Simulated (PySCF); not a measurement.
# BBr3: the cost of one run

Programs: PySCF 2.14.0, with density-fitted response routines of our own. Each step states its level of theory. These are calculated values for one molecule in the gas phase, unless marked as measured. Atoms count from 0, in the outputs and in this text.

## Step 1: The starting structure

4 atoms, charge 0, multiplicity 1; geometry from: GFN2-xTB. The atoms were then displaced at random by about 0.01 Å, so the start is not that level's minimum.

Bonds of the start (Å): Br0–B1 1.91, B1–Br2 1.89, B1–Br3 1.85.

## Step 2: Optimising the geometry at PBE0-D3(BJ)/def2-SVP

Job settings and geometry (Å):

```
{"job": {"xc": "PBE0", "basis": "def2-SVP", "d3": "d3bj", "grid": 1, "shake": 0.01, "kind": "geom"}, "charge": 0, "multiplicity": 1}
Br     1.864970    -0.382930    -0.300380
B     -0.002930    -0.003380    -0.225680
Br    -0.670130     1.683320    -0.747410
Br    -1.153910    -1.322390     0.368820
```

Run with:

```console
$ OMP_NUM_THREADS=1 python probes_run.py task.json out
```

This one command runs all jobs of the session in turn.

**Question.** How long does this first job take on 1 thread of Arm Neoverse V1, shared host, and how much memory does it need?

About 45 s, with a peak of 0.47 GiB.
